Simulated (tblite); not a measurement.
# C7H16AlN: the cost of one run

The runs use tblite 0.8.0 and PySCF 2.14.0, with density-fitted response routines of our own; the level of theory stands in each step. All values are computed, except where a source is named. Atoms are numbered from 0 throughout.

### 1 Starting geometry

25 atoms, charge 0, multiplicity 1; geometry from: force field or distance geometry start.

Bonds of the start (Å): C0–C1 1.34, C1–C2 1.51, C2–C3 1.56, C3–C4 1.54, C3–C5 1.53, C1–Al6 1.99, Al6–N7 1.93, N7–C8 1.46, C0–H9 1.10, C0–H10 1.08, C2–H11 1.11, C2–H12 1.12, C3–H13 1.11, C4–H14 1.12, C4–H15 1.11, C4–H16 1.11, C5–H17 1.10, C5–H18 1.12, C5–H19 1.11, Al6–H20 1.59, N7–H21 1.05, C8–H22 1.11, C8–H23 1.11, C8–H24 1.12.

### 2 Optimising the geometry with GFN2-xTB

Job settings and geometry (Å):

```
{"job": {"kind": "relax", "xc": "GFN2-xTB", "basis": "xTB"}, "charge": 0, "multiplicity": 1}
C      0.192200    -2.385100    -1.327600
C      0.362700    -1.384500    -0.457900
C     -0.672300    -1.072500     0.593700
C     -1.909100    -0.342800    -0.021600
C     -3.022100    -0.237800     1.043500
C     -1.549800     1.043000    -0.547500
Al     2.040500    -0.317800    -0.526400
N      2.305900     1.140100     0.709600
C      3.560200     1.820700     0.423900
H     -0.726700    -2.981300    -1.302000
H      0.931700    -2.613900    -2.078000
H     -0.244100    -0.447600     1.399600
H     -1.010200    -2.020100     1.075500
H     -2.299900    -0.955900    -0.861600
H     -3.919800     0.260700     0.597600
H     -3.323400    -1.244600     1.401800
H     -2.676800     0.365600     1.910900
H     -2.450600     1.544700    -0.944000
H     -1.111300     1.674100     0.269100
H     -0.806400     0.965400    -1.368000
H      3.144800    -0.640000    -1.620600
H      1.519400     1.815100     0.541400
H      4.420300     1.139600     0.571500
H      3.553700     2.227500    -0.612200
H      3.680100     2.671400     1.138300
```

Run with:

```sh
$ OMP_NUM_THREADS=1 python probes_run.py task.json out
```

One launch serves the whole session: the jobs run in the order shown.

**Question.** How long does this first job take on 1 thread of Arm Neoverse V2, shared host?

About 1.6 s.
